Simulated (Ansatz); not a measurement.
**Tin tetrachloride (SnCl₄): up Jacob's ladder to CCSD(T)**

Aim: compute tin tetrachloride (SnCl₄) with functionals from several rungs and with coupled cluster. The yardstick is the atomisation energy at the CCSD(T) limit.

The runs use Ansatz 0.2.0, Gaussian basis; functionals in def2-TZVPP, the program's frozen cores in correlated methods.

Levels to be run: LDA (SPW92), PBE-D4, revPBE-D4, BLYP-D4, r2SCAN-D4, B97M-V, PBE0-D4, B3LYP-D4, r2SCANh-D4, r2SCAN0-D4, HSE06-D4, BHLYP-D4, CAM-B3LYP-D4, LC-ωPBE, ωB97X-V, ωB97M-V, B2PLYP, PBE-QIDH; CCSD(T)/def2-SVP; CCSD(T)/def2-TZVPP; CCSD(T)/def2-QZVPP; extrapolation to the limit; RPA on PBE.

3 further runs of the same task are left out: 3 that didn't finish.

### Step 1. The geometry

An earlier PBE0-D4 in a triple-zeta def2 set relaxation fixed the geometry. Sn takes the def2 core potential; no spin-orbit term is included.

SMILES `[Cl][Sn]([Cl])([Cl])[Cl]`, 5 atoms, charge 0, spin multiplicity 1.

Atoms are counted from 1 here; the program's logs count them from 0.

Bond lengths: Cl1–Sn2 2.288 Å, Sn2–Cl3 2.288 Å, Sn2–Cl4 2.288 Å, Sn2–Cl5 2.288 Å. Angles: Cl1–Sn2–Cl3 109.5°, Cl1–Sn2–Cl4 109.5°, Cl1–Sn2–Cl5 109.5°, Cl3–Sn2–Cl4 109.5°, Cl3–Sn2–Cl5 109.5°, Cl4–Sn2–Cl5 109.5°.

### Step 2. LDA

This LDA is Slater exchange with PW92 correlation.

Input file in.yaml:

```yaml
crystal:
  periodic: [false, false, false]
  atoms:
    - {symbol: Cl, position_ang: [-1.086114, -0.176429, 1.993040]}
    - {symbol: Sn, position_ang: [0.009980, -0.014739, -0.008280]}
    - {symbol: Cl, position_ang: [1.909029, -1.288394, 0.057374]}
    - {symbol: Cl, position_ang: [-1.352422, -0.763152, -1.686551]}
    - {symbol: Cl, position_ang: [0.569429, 2.169016, -0.396983]}
basis:
  gaussian: {orbitals: def2-TZVPP}
hamiltonian: {xc: lda}
output: {orbitals: {seedname: orbitals}}
```

The run is started by

```console
$ ansatz run in.yaml --threads 2 --pin off --events-out ev --progress --plain --max-ram 32768MiB --backend cpu
```

The runs that follow: PBE-D4 (GGA); revPBE-D4 (GGA); BLYP-D4 (GGA); r2SCAN-D4 (meta-GGA); B97M-V (meta-GGA); B3LYP-D4 (hybrid); r2SCANh-D4 (hybrid); r2SCAN0-D4 (hybrid); HSE06-D4 (hybrid); BHLYP-D4 (hybrid); CAM-B3LYP-D4 (range-separated); LC-ωPBE (range-separated); ωB97X-V (range-separated); ωB97M-V (range-separated); B2PLYP (double hybrid); PBE-QIDH (double hybrid); CCSD(T) in def2-SVP; CCSD(T) in def2-TZVPP; CCSD(T) in def2-QZVPP; RPA on PBE orbitals.

**Question.** What will the summary of the whole plan be? Wanted: atomisation energy, CCSD(T)/CBS; farthest beyond LDA; mean size of error, GGA; mean size of error, meta-GGA; mean size of error, hybrid; mean size of error, range-separated; mean size of error, double hybrid; gap, smallest and largest; T1 diagnostic.

**Answer**, as computed:

| quantity | value |
| --- | --- |
| atomisation energy, CCSD(T)/CBS | 320.4 kcal/mol |
| functionals within 3.2 kcal/mol (1.0 %) | PBE-D4, r2SCAN-D4, ωB97X-V |
| farthest beyond LDA | BHLYP-D4 (-23.3 kcal/mol) |
| mean size of error, GGA | 9.7 kcal/mol |
| mean size of error, meta-GGA | 5.1 kcal/mol |
| mean size of error, hybrid | 10.2 kcal/mol |
| mean size of error, range-separated | 8.6 kcal/mol |
| mean size of error, double hybrid | 11.6 kcal/mol |
| gap, smallest and largest | 4.07 eV (LDA (SPW92)), 11.69 eV (LC-ωPBE) |
| T1 diagnostic | 0.0107 |
| triples share of the correlation energy | 4.0 % |

In words: LDA overbinds by 49.3 kcal/mol (15 %). PBE-D4 misses by +2.2 kcal/mol. Double hybrids carry the basis error of their MP2 part in triple zeta, and no dispersion term here, so their miss is partly the set-up's. Taken by rung, meta-GGA functionals do best (5.1 kcal/mol on average) and double hybrid ones worst beyond LDA (11.6 kcal/mol). RPA and LDA stand outside this count. The reference freezes the cores and leaves out spin-orbit coupling and excitations past (T), and its outer-core shells are covered unevenly, so misses under about 3.2 kcal/mol can't be ranked. All levels share the lack of spin-orbit coupling, which lowers the free heavy atoms and so the true binding. Hartree-Fock recovers 68 % of the binding; the rest is correlation. CCSD(T) in def2-SVP is off by -42.7 kcal/mol, so the small basis spoils what the method gains. Orbital gaps span 4.1 to 11.7 eV; exact exchange widens them. Correlated methods include outer-core shells of Sn, which these sets cover unevenly.
